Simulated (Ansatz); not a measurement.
# Nb16C: the cost of one run

Method: DFT PBE+D3(BJ), plane waves, PAW, scalar-relativistic, no spin polarisation, in Ansatz 0.2.0.

**1. The structure to begin with**

The cell holds 17 atoms (CNb16): a = 6.600 Å, b = 6.600 Å, c = 6.600 Å, α = 90.00°, β = 90.00°, γ = 90.00°.

Structure file:

```cif
data_structure
_symmetry_space_group_name_H-M 'P 1'
_symmetry_Int_Tables_number 1
_cell_length_a 6.6000
_cell_length_b 6.6000
_cell_length_c 6.6000
_cell_angle_alpha 90.000
_cell_angle_beta 90.000
_cell_angle_gamma 90.000
_cell_volume 287.50
loop_
_atom_site_label
_atom_site_type_symbol
_atom_site_fract_x
_atom_site_fract_y
_atom_site_fract_z
_atom_site_occupancy
Nb1 Nb 0.00000 0.00000 0.00000 1
Nb2 Nb 0.50000 0.00000 0.00000 1
Nb3 Nb 0.00000 0.50000 0.00000 1
Nb4 Nb 0.00000 0.00000 0.50000 1
Nb5 Nb 0.25000 0.25000 0.25000 1
Nb6 Nb 0.50000 0.50000 0.00000 1
Nb7 Nb 0.50000 0.00000 0.50000 1
Nb8 Nb 0.75000 0.25000 0.25000 1
Nb9 Nb 0.00000 0.50000 0.50000 1
Nb10 Nb 0.25000 0.75000 0.25000 1
Nb11 Nb 0.25000 0.25000 0.75000 1
Nb12 Nb 0.50000 0.50000 0.50000 1
Nb13 Nb 0.75000 0.75000 0.25000 1
Nb14 Nb 0.75000 0.25000 0.75000 1
Nb15 Nb 0.25000 0.75000 0.75000 1
Nb16 Nb 0.75000 0.75000 0.75000 1
C1 C 0.87392 0.75074 0.99606 1
```

**2. Preparing the start**

input.yaml

```yaml
accuracy: low
crystal:
  lattice:
    - [6.6, 0.0, 0.0]
    - [0.0, 6.6, 0.0]
    - [0.0, 0.0, 6.6]
  atoms:
    - { symbol: Nb, position: [0.0, 0.0, 0.0] }
    - { symbol: Nb, position: [0.5, 0.0, 0.0] }
    - { symbol: Nb, position: [0.0, 0.5, 0.0] }
    - { symbol: Nb, position: [0.0, 0.0, 0.5] }
    - { symbol: Nb, position: [0.25, 0.25, 0.25] }
    - { symbol: Nb, position: [0.5, 0.5, 0.0] }
    - { symbol: Nb, position: [0.5, 0.0, 0.5] }
    - { symbol: Nb, position: [0.75, 0.25, 0.25] }
    - { symbol: Nb, position: [0.0, 0.5, 0.5] }
    - { symbol: Nb, position: [0.25, 0.75, 0.25] }
    - { symbol: Nb, position: [0.25, 0.25, 0.75] }
    - { symbol: Nb, position: [0.5, 0.5, 0.5] }
    - { symbol: Nb, position: [0.75, 0.75, 0.25] }
    - { symbol: Nb, position: [0.75, 0.25, 0.75] }
    - { symbol: Nb, position: [0.25, 0.75, 0.75] }
    - { symbol: Nb, position: [0.75, 0.75, 0.75] }
    - { symbol: C, position: [0.8739232, 0.7507371, -0.0039426] }
basis:
  ecutwfc: 420.0
kpoints:
  mp_grid: { grid: [2, 2, 2] }
hamiltonian:
  xc: pbe
  dispersion: d3bj
scf:
  occupations: { method: fermi_dirac, width: 0.05 }
  lower_state_search: "off"
relax:
  f_tol: 0.08
  max_steps: 25
  adjacent_minimum: "off"
```

Command:

```console
$ ansatz run input.yaml --threads 2 --pin off --max-ram 5120MiB --backend cpu --events-out ev --progress --plain --runs-dir out
```

**Question.** How long does this run take on 2 threads of AMD EPYC 7B13 (Zen 3), shared host, and how much memory does it need?

About 44 s, with a peak of 0.86 GiB.
